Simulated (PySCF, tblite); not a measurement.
# C₅H₆BBr: geometry, infrared bands and NMR shifts

Aim: predict the infrared bands and NMR shifts of C₅H₆BBr (`C#CB/C(Br)=C\C`).

The runs use tblite 0.8.0 and PySCF 2.14.0, with density-fitted response routines of our own; the level of theory stands in each step. All values are computed, except where a source is named. Atoms count from 0, in the outputs and in this text.

## (1) The starting structure

13 atoms, charge 0, multiplicity 1; geometry from: force field or distance geometry start.

Bonds of the start (Å): C0–C1 1.23, C1–B2 1.53, B2–C3 1.60, C3–Br4 1.91, C3–C5 1.34, C5–C6 1.49, C0–H7 1.06, B2–H8 1.18, C5–H9 1.07, C6–H10 1.10, C6–H11 1.14, C6–H12 1.09.

## (2) Relaxing the molecule with GFN2-xTB

What the job is given:

```
{"job": {"kind": "relax", "xc": "GFN2-xTB", "basis": "xTB"}, "charge": 0, "multiplicity": 1}
C      2.916800    -0.835500    -0.726400
C      1.877300    -0.757700    -0.075200
B      0.590900    -0.661400     0.755200
C     -0.069000     0.792800     0.734900
Br     0.838200     2.152400     1.729400
C     -1.212900     1.019800     0.070200
C     -1.791100    -0.147500    -0.643400
H      3.805100    -0.873900    -1.305800
H      0.488400    -1.281000     1.759400
H     -1.663200     1.992400     0.063200
H     -2.674200     0.168900    -1.218000
H     -2.044200    -0.932200     0.138000
H     -1.066500    -0.636700    -1.299100
```

Launch:

```
> OMP_NUM_THREADS=1 python probes_run.py task.json out
```

One launch serves the whole session: the jobs run in the order shown.

**Question.** This job is followed by: GFN2-xTB harmonic vibrations, gas phase; GIAO PBE0/pcSseg-1 NMR shielding, non-relativistic, gas phase. Predict these results of the whole session: strongest single infrared mode (GFN2-xTB); zero-point energy (GFN2-xTB); ¹³C shifts against TMS (PBE0/pcSseg-1); ¹H shifts against TMS (PBE0/pcSseg-1, means over atoms taken as alike); ¹¹B shifts against BF3·OEt2 (PBE0/pcSseg-1); ⁷⁹Br shifts against HBr (PBE0/pcSseg-1); surface potential, 1st and 99th percentile.

As calculated:

| quantity | value |
| --- | --- |
| strongest single infrared mode (GFN2-xTB) | 727 cm⁻¹, 82 km/mol |
| zero-point energy (GFN2-xTB) | 56.5 kcal/mol |
| ¹³C shifts against TMS (PBE0/pcSseg-1) | 167.3, 151.4, 134.9, 99.2, 23.6 ppm |
| ¹H shifts against TMS (PBE0/pcSseg-1, means over atoms taken as alike) | 7.46, 6.19, 4.67, 2.64 ppm |
| ¹¹B shifts against BF3·OEt2 (PBE0/pcSseg-1) | 53.0 ppm |
| ⁷⁹Br shifts against HBr (PBE0/pcSseg-1) | 737 ppm |
| surface potential, 1st and 99th percentile | -0.78 V and 1.69 V |

In words: Over 150 steps the energy fell by 0.514 eV; of the close pairs, B2–C3 changed most, 1.597 to 1.548 Å. No mode is imaginary among the 33: a minimum at this level. The strongest single mode, at 727 cm⁻¹, has its largest shares on H7, B2 and H8 (the list is cut at 3 atoms). GFN2-xTB is a fitted tight-binding method: band positions and strengths are rough. Its intensities can rank the bands wrongly. C3 stands next to heavy halogen, whose spin-orbit shielding this run leaves out, so the computed shift lies too far downfield, most of all for carbon beside Br or I. The most deshielded hydrogen is H9 (hydrogen on an alkene CH), at 7.46 ppm: attached to an sp2 carbon and in the plane of the double bond. At PBE0/pcSseg-1: Shielding is most anisotropic at Br4 (span 1657 ppm, paramagnetic term -1237 ppm). By nearest atom (PBE0/pcSseg-1), the HOMO sits on Br4 51 %; C3, C5 about 18 % each and the LUMO on B2 37 %; C0, C5 about 16 % each. Spin-orbit coupling is left out, which matters for shieldings and couplings at and beside the heavy atoms.
